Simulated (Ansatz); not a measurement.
# NbRu3C (Pm-3m) in Ansatz: convergence with wavefunction cutoff

Aim: find how far wavefunction cutoff must go before the results for NbRu3C settle, at r2SCAN. This setting moves, with any that are tied to it; all else stays.

Program: Ansatz 0.2.0. These are calculated values, not measurements. Logs are shortened: lines on timing, memory, paths and dates and some standing lists are left out, and cuts for length are marked.

## Step 1: Starting point

Symmetry: Pm-3m, No. 221, cubic system. The conventional cell has a = 4.065 Å, b = 4.065 Å, c = 4.065 Å, α = 90.00°, β = 90.00°, γ = 90.00°. Ru (site symmetry 4/mmm) is surrounded by 2 C at 2.03 Å. Nb (site symmetry m-3m) has 12 Ru at 2.87 Å as nearest neighbours. C (site symmetry m-3m) has 6 Ru at 2.03 Å as nearest neighbours.

The cell comes from a database or a generator and needn't be the stable form of this composition.

## Step 2: With wavefunction cutoff 200 eV

input.yaml

```yaml
crystal:
  lattice:
    - [4.065138, 0.0, 0.0]
    - [0.0, 4.065138, 0.0]
    - [0.0, 0.0, 4.065138]
  atoms:
    - { symbol: Ru, position: [0.5, 0.5, 0.0] }
    - { symbol: Ru, position: [0.5, 0.0, 0.5] }
    - { symbol: Ru, position: [0.0, 0.5, 0.5] }
    - { symbol: Nb, position: [0.0, 0.0, 0.0] }
    - { symbol: C, position: [0.5, 0.5, 0.5] }
hamiltonian:
  xc: r2scan
  pseudopotentials: { kind: paw }
kpoints:
  mp_grid: { grid: [6, 6, 6] }
scf:
  occupations: { method: gaussian, width: 0.1 }
output:
  forces: true
  stress: true
  eigenvalues: true
basis:
  ecutwfc: "200 eV"
```

Potentials or basis: Ansatz PAW.

The run is started by

```bash
$ ansatz run input.yaml --threads 2 --pin off --max-ram 5632MiB --backend cpu --events-out ev --progress --plain --runs-dir out
```

Output:

```text
Warning: basis.ecutwfc = 200 eV is below the records' recommended 500 eV, and the density's cutoff is lower with it unless basis.ecutrho_ratio is high enough to keep the records' density cutoff: compare with a run at a higher cutoff
Warning: RAYON_NUM_THREADS=2 ignored (pool sized by the plan → 2); use --threads N
Engine: ansatz 0.2.0, aarch64-unknown-linux-gnu
Pseudopotentials: kind: paw
Pseudopotential: Ru, paw, valence charge 16, recommended cutoff 500 eV (meta_gga), Ru.paw.azcp
Pseudopotential: Nb, paw, valence charge 13, recommended cutoff 500 eV (meta_gga), Nb.paw.azcp
Pseudopotential: C, paw, valence charge 4, recommended cutoff 500 eV (meta_gga), C.paw.azcp
Functional definition: r2SCAN
  parameter k0 = 0.174
  parameter k1 = 0.065
  parameter a1 = 4.9479
  exchange = r2scan_x(k0 = k0, k1 = k1, a1 = a1)
  correlation = r2scan_c
Crystal: 5 atoms, lattice volume = 67.178 Å³
Basis set: ecut = 200 eV, 437 PW (Γ), exchange–correlation on 80×80×80 points (64 copies of the dense FFT grid, shifted against one another)
Bands: 39, of which v1, the nominal top of the filled ones, is band 33 counted from 1 (32 counted from 0)
Symmetry: 48 space group operations
Space group: Pm-3m (ITA 221), of the structure as read, at distance tolerance 4.1e-5 Å
k-points: 20 of 216
Non-local potential: Ru, projectors of the file, l = 0: 3, l = 1: 2, l = 2: 2, l = 3: 1
Non-local potential: Nb, projectors of the file, l = 0: 3, l = 1: 2, l = 2: 2, l = 3: 1
Non-local potential: C, projectors of the file, l = 0: 2, l = 1: 2, l = 2: 1
PAW form: soft (Blöchl's): semilocal exchange-correlation on the pseudo side does not see the compensation charge
PAW frozen core: Ru, regenerated for the run's functional (the file was generated under x = pbe(κ = 0.804, μ = 0.2195149727645171), c = pbe(β = 0.06672455060314922))
PAW frozen core: Nb, regenerated for the run's functional (the file was generated under x = pbe(κ = 0.804, μ = 0.2195149727645171), c = pbe(β = 0.06672455060314922))
PAW frozen core: C, regenerated for the run's functional (the file was generated under x = pbe(κ = 0.804, μ = 0.2195149727645171), c = pbe(β = 0.06672455060314922))
PAW one-centre angular grid: Ru, 590 points (default); XC on 160 Gauss nodes
PAW one-centre angular grid: Nb, 590 points (default); XC on 160 Gauss nodes
PAW one-centre angular grid: C, 302 points (default); XC on 239 of its mesh's 2573 points in the sphere
Initial density: superposition of atomic densities (neutral atoms: chi_scale 0, normalization atom), corrected by the library's trained network
Initial wavefunctions: pseudopotential atomic-orbital guess
Functional: x = r2scan, c = r2scan; τ floored in thin density (d = 2e-4 eV/Å³)
SCF iter   1: F=—  HF=-22458.316101 eV  |F-HF|=—  |Δ(HF+E_count)|=         —  Δρ=1.31e-1  dr2=6.87e0  dr2_τ=1.85e0  ethr=1.77e-3  ⟨swp⟩=4.4  Hψ=2403  notcnv=0
preconditioner: auto → Kerker (q_TF=auto, 2.713 Å⁻¹)  [metal: Δε(μ)=0.081 eV  Ē_g=5.888 eV  σ=0.100 eV  W_gap=0.38  n_scr=26 (ndim 8)  ℏωp=26.0 eV  f_vac=0.000  D(μ)=2.87/eV (n_scr^D=26)]
SCF iter   2: F=—  HF=-22456.890596 eV  |F-HF|=—  |Δ(HF+E_count)|=    1.43e0  Δρ=6.45e-2  dr2=2.61e0  dr2_τ=3.14e-1  ethr=1.77e-3  ⟨swp⟩=2.0  Hψ=1697  notcnv=0  defer=23
SCF iter   3: F=—  HF=-22456.588523 eV  |F-HF|=—  |Δ(HF+E_count)|=   3.02e-1  Δρ=3.34e-2  dr2=3.75e-1  dr2_τ=1.49e-1  ethr=1.77e-3  ⟨swp⟩=2.2  Hψ=1145  notcnv=0  defer=23
SCF iter   4: F=—  HF=-22456.562189 eV  |F-HF|=—  |Δ(HF+E_count)|=   2.63e-2  Δρ=8.84e-3  dr2=6.04e-2  dr2_τ=3.92e-3  ethr=5.78e-4  ⟨swp⟩=2.0  Hψ=1236  notcnv=0  defer=24
SCF iter   5: F=—  HF=-22456.565711 eV  |F-HF|=—  |Δ(HF+E_count)|=   3.52e-3  Δρ=5.26e-3  dr2=3.44e-2  dr2_τ=2.74e-3  ethr=9.29e-5  ⟨swp⟩=1.9  Hψ=1040  notcnv=0  defer=21
SCF iter   6: F=—  HF=-22456.563170 eV  |F-HF|=—  |Δ(HF+E_count)|=   2.54e-3  Δρ=2.35e-3  dr2=7.05e-3  dr2_τ=2.73e-5  ethr=5.29e-5  ⟨swp⟩=1.0  Hψ=765  notcnv=0  defer=21
SCF iter   7: F=—  HF=-22456.562619 eV  |F-HF|=—  |Δ(HF+E_count)|=   5.51e-4  Δρ=8.52e-4  dr2=8.38e-4  dr2_τ=1.09e-5  ethr=1.08e-5  ⟨swp⟩=1.1  Hψ=760  notcnv=0  defer=21
SCF iter   8: F=—  HF=-22456.562551 eV  |F-HF|=—  |Δ(HF+E_count)|=   6.77e-5  Δρ=3.57e-4  dr2=1.74e-4  dr2_τ=5.45e-6  ethr=1.29e-6  ⟨swp⟩=1.9  Hψ=805  notcnv=0  defer=21
SCF iter   9: F=—  HF=-22456.562535 eV  |F-HF|=—  |Δ(HF+E_count)|=   1.60e-5  Δρ=2.67e-5  dr2=1.06e-6  dr2_τ=5.44e-9  ethr=2.68e-7  ⟨swp⟩=1.7  Hψ=795  notcnv=0  defer=21
SCF iter  10: F=—  HF=-22456.562531 eV  |F-HF|=—  |Δ(HF+E_count)|=   4.19e-6  Δρ=1.56e-5  dr2=2.64e-7  dr2_τ=1.56e-8  ethr=1.63e-9  ⟨swp⟩=1.9  Hψ=888  notcnv=0  defer=21
SCF iter  11: F=-22456.562531 eV  HF=-22456.562531 eV  |F-HF|=3.17e-10  |Δ(HF+E_count)|=   2.91e-8  Δρ=1.14e-6  dr2=7.46e-10  dr2_τ=2.97e-11  ethr=1.54e-10  ⟨swp⟩=7.2  Hψ=2158  notcnv=0
SCF 1 converged in 11 iterations: F = -22456.562531 eV  dr2 = 7.46e-10
SCF converged after 11 iterations
Free energy (F): -22456.562531 eV
Harris-Foulkes:  -22456.562531 eV  (|F-HF|=3.17e-10)
Internal energy: -22456.533116 eV  (E = F + TS)
E sigma→0 (E₀):  -22456.547823 eV
Entropy (-TS):   -0.029415 eV (-5.883 meV/atom)
Fermi energy:    20.812911 eV
--- Per-component energies (eV) ---
  E_band       = -406.469660
  E_kinetic    = 2084.522295
  E_local      = -4960.651757  (includes V_loc(G=0)·N_el)
  E_nonlocal   = 1066.738802
  E_hartree    = 1603.915103
  E_xc         = -783.004557
  E_vxc        = -1121.197802  (∫ρ·V_xc dr)
  E_paw        = -13592.649630  (= ΣΔE_a)
  E_vpaw       = -758.680502  (= ΣTr[D̂ρ^β])
  E_aug_tail   = -0.015529  (compensation charges beyond the density's cutoff)
  E_vtau       = 74.984642  (kinetic-family band-sum trace: ∫τ·v_τ [+ j·A + Jᵃ·Aᵃ] dr)
  E_ewald      = -7874.237771
  E_core_change = -1.150071  (= ΣΔE_core)
  E_smearing   = -0.029415  (= −TS)
  E_closure    = -0.000000  (closes the sum)
  Σ components = -22456.562531   (vs F -22456.562531, Δ=0.00e0)
--- Forces (eV/Å), atoms counted from 1 ---
  atom   1  Ru    -0.00000000    -0.00000000     0.00000000
  atom   2  Ru     0.00000000    -0.00000000     0.00000000
  atom   3  Ru     0.00000000    -0.00000000     0.00000000
  atom   4  Nb    -0.00000000     0.00000000     0.00000000
  atom   5  C      0.00000000    -0.00000000    -0.00000000
  max |Σ_I F_I| component: 5.21e-29 eV/Å
--- Stress (GPa, compression-positive) ---
       15.881961       0.000000       0.000000
       -0.000000      15.881961       0.000000
       -0.000000       0.000000      15.881961
  P = ⅓ Tr σ = 15.8820 GPa (158.820 kbar)
--- Band table (eV; the first three rows and the last of 20) ---
  k-point 0: bands = ["-56.6890", "-56.6082", "-56.6082", "-38.0226", "-25.5055", "-25.5055", "-25.5055", "-24.8841", "-24.8841", "-24.8841", "-24.8384", "-24.8384", "-24.8384", "-12.9860", "-12.9860", "-12.9860", "5.1144", "13.3700", "14.7867", "14.7867", "14.9976", "14.9976", "14.9976", "17.5241", "17.5241", "17.5241", "17.9738", "17.9738", "17.9738", "18.9945", "18.9945", "21.0689", "21.5801", "21.5801", "21.5801", "22.4678", "22.4678", "23.8291", "23.8291"]
  k-point 1: bands = ["-56.6844", "-56.6137", "-56.6087", "-38.0228", "-25.5822", "-25.5822", "-25.4755", "-24.9713", "-24.9713", "-24.8952", "-24.8952", "-24.8777", "-24.7550", "-13.0179", "-13.0179", "-12.9799", "5.3405", "13.6780", "14.8889", "14.9615", "14.9893", "14.9893", "15.1245", "15.9905", "17.2527", "17.2527", "17.7390", "18.2730", "18.2730", "19.0508", "19.6364", "20.9798", "21.3261", "21.4758", "21.4758", "22.3646", "22.5314", "22.7610", "22.7611"]
  k-point 2: bands = ["-56.6723", "-56.6262", "-56.6089", "-38.0230", "-25.5064", "-25.5064", "-25.4043", "-24.8899", "-24.8899", "-24.8857", "-24.8857", "-24.8638", "-24.7029", "-13.0024", "-13.0024", "-12.9824", "5.8564", "13.9075", "14.6581", "15.2463", "15.3668", "15.3668", "15.4657", "15.8407", "17.1045", "17.1045", "17.1746", "18.7136", "18.7136", "19.1548", "19.2973", "20.4015", "21.3837", "21.4035", "21.4035", "21.6747", "21.6747", "21.9932", "22.0977"]
  k-point 19: bands = ["-56.6358", "-56.6358", "-56.6358", "-38.0205", "-25.8652", "-25.2076", "-25.2076", "-25.0399", "-25.0399", "-25.0399", "-24.6486", "-24.6486", "-24.6486", "-12.9786", "-12.9786", "-12.9786", "8.6799", "11.7655", "11.7655", "11.7655", "15.1070", "16.2983", "16.2983", "16.2983", "17.7637", "17.7637", "17.7637", "18.5317", "18.5317", "21.0041", "21.0041", "21.0041", "21.1588", "21.1588", "21.1588", "21.8466", "21.8466", "21.8466", "23.0649"]
```

Run time: 1.5 s. Hardware: 2 threads of Arm Neoverse V2, shared host; peak memory 0.32 GiB.

What came out:

| Item | Value |
| --- | --- |
| Free energy | -22456.5625 eV |
| Pressure | 15.9 GPa |
| Band gap on the k mesh | none (metal or under the smearing width) |

## Step 3: With wavefunction cutoff 250 eV

input.yaml, as its differences from that of step 2:

```diff
@@ -23,2 +23,2 @@
 basis:
-  ecutwfc: "200 eV"
+  ecutwfc: "250 eV"
```

Potentials or basis: Ansatz PAW.

The run is started by

```bash
$ ansatz run input.yaml --threads 2 --pin off --max-ram 5632MiB --backend cpu --events-out ev --progress --plain --runs-dir out
```

It took 1.8 s on 2 threads of Arm Neoverse V2, shared host; peak memory 0.36 GiB.

What came out:

```yaml
Free_energy: -22482.8181 eV
Pressure: -12.0 GPa
Band_gap_on_the_k_mesh: none (metal or under the smearing width)
```

## Step 4: With wavefunction cutoff 300 eV

input.yaml, as its differences from that of step 3:

```diff
@@ -23,2 +23,2 @@
 basis:
-  ecutwfc: "250 eV"
+  ecutwfc: "300 eV"
```

The run is started by

```bash
$ ansatz run input.yaml --threads 2 --pin off --max-ram 5632MiB --backend cpu --events-out ev --progress --plain --runs-dir out
```

It took 2 s on 2 threads of Arm Neoverse V2, shared host; peak memory 0.38 GiB.

What came out:

| Quantity | Value |
| --- | --- |
| Free energy | -22486.8969 eV |
| Pressure | -8.8 GPa |
| Band gap on the k mesh | none (metal or under the smearing width) |

## Step 5: With wavefunction cutoff 350 eV

input.yaml, as its differences from that of step 4:

```diff
@@ -23,2 +23,2 @@
 basis:
-  ecutwfc: "300 eV"
+  ecutwfc: "350 eV"
```

The run is started by

```bash
$ ansatz run input.yaml --threads 2 --pin off --max-ram 5632MiB --backend cpu --events-out ev --progress --plain --runs-dir out
```

Wall time 2.6 s (2 threads of Arm Neoverse V2, shared host); peak memory 0.4 GiB.

Results:

* Free energy: -22487.5334 eV
* Pressure: -7.4 GPa
* Band gap on the k mesh: none (metal or under the smearing width)

## Step 6: With wavefunction cutoff 400 eV

input.yaml, as its differences from that of step 5:

```diff
@@ -23,2 +23,2 @@
 basis:
-  ecutwfc: "350 eV"
+  ecutwfc: "400 eV"
```

Potentials or basis: Ansatz PAW.

The run is started by

```bash
$ ansatz run input.yaml --threads 2 --pin off --max-ram 5632MiB --backend cpu --events-out ev --progress --plain --runs-dir out
```

Wall time 3 s (2 threads of Arm Neoverse V2, shared host); peak memory 0.43 GiB.

Results (log left out):

```
Free energy            : -22487.6049 eV
Pressure               : -7.4 GPa
Band gap on the k mesh : none (metal or under the smearing width)
```

## Step 7: With wavefunction cutoff 450 eV

input.yaml, as its differences from that of step 6:

```diff
@@ -23,2 +23,2 @@
 basis:
-  ecutwfc: "400 eV"
+  ecutwfc: "450 eV"
```

The run is started by

```bash
$ ansatz run input.yaml --threads 2 --pin off --max-ram 5632MiB --backend cpu --events-out ev --progress --plain --runs-dir out
```

Run time: 3.3 s. Hardware: 2 threads of Arm Neoverse V2, shared host; peak memory 0.47 GiB.

It converged, with:

| Item | Value |
| --- | --- |
| Free energy | -22487.6189 eV |
| Pressure | -7.4 GPa |
| Band gap on the k mesh | none (metal or under the smearing width) |

## Step 8: With wavefunction cutoff 500 eV

input.yaml, as its differences from that of step 7:

```diff
@@ -23,2 +23,2 @@
 basis:
-  ecutwfc: "450 eV"
+  ecutwfc: "500 eV"
```

The run is started by

```bash
$ ansatz run input.yaml --threads 2 --pin off --max-ram 5632MiB --backend cpu --events-out ev --progress --plain --runs-dir out
```

Wall time 3.5 s (2 threads of Arm Neoverse V2, shared host); peak memory 0.48 GiB.

Results (log left out):

```
Free energy            : -22487.6282 eV
Pressure               : -7.4 GPa
Band gap on the k mesh : none (metal or under the smearing width)
```

## Step 9: With wavefunction cutoff 600 eV

input.yaml, as its differences from that of step 8:

```diff
@@ -23,2 +23,2 @@
 basis:
-  ecutwfc: "500 eV"
+  ecutwfc: "600 eV"
```

Potentials or basis: Ansatz PAW.

The run is started by

```bash
$ ansatz run input.yaml --threads 2 --pin off --max-ram 5632MiB --backend cpu --events-out ev --progress --plain --runs-dir out
```

It took 5.8 s on 2 threads of Arm Neoverse V2, shared host; peak memory 0.59 GiB.

The run converged. Its results:

- Free energy: -22487.6373 eV
- Pressure: -7.4 GPa
- Band gap on the k mesh: none (metal or under the smearing width)

## Step 10: With wavefunction cutoff 800 eV

input.yaml, as its differences from that of step 9:

```diff
@@ -23,2 +23,2 @@
 basis:
-  ecutwfc: "600 eV"
+  ecutwfc: "800 eV"
```

The run is started by

```bash
$ ansatz run input.yaml --threads 2 --pin off --max-ram 5632MiB --backend cpu --events-out ev --progress --plain --runs-dir out
```

Wall time 7.1 s (2 threads of Arm Neoverse V2, shared host); peak memory 0.71 GiB.

The run converged. Its results:

* Free energy: -22487.6432 eV
* Pressure: -7.4 GPa
* Band gap on the k mesh: none (metal or under the smearing width)

## Step 11: The series at a glance

| wavefunction cutoff | energy less the tightest run, at zero smearing (meV/atom) | pressure (GPa) | SCF cycles | CPU time (s) | peak memory (GiB) |
| --- | --- | --- | --- | --- | --- |
| 200 eV | 6216.38 | 15.88 | 11 | 2.7 | 0.32 |
| 250 eV | 964.97 | -11.97 | 8 | 3.4 | 0.36 |
| 300 eV | 149.25 | -8.76 | 9 | 3.7 | 0.38 |
| 350 eV | 21.96 | -7.39 | 9 | 5 | 0.4 |
| 400 eV | 7.67 | -7.43 | 8 | 5.7 | 0.43 |
| 450 eV | 4.87 | -7.42 | 8 | 6.4 | 0.47 |
| 500 eV | 3.00 | -7.41 | 8 | 6.8 | 0.48 |
| 600 eV | 1.17 | -7.42 | 9 | 11 | 0.59 |
| 800 eV | 0.00 | -7.43 | 8 | 14 | 0.71 |

Against the tightest run, the pressure stays within 0.1 GPa from 350 eV on. Not settled before the last step: the energy (to 1 meV/atom). The tightest run that finished is the yardstick and may itself not be fully converged.

Caveats: the PAW data sets come from PBE, with cores solved anew for the run's functional, which leaves a small shift of forces and pressure.
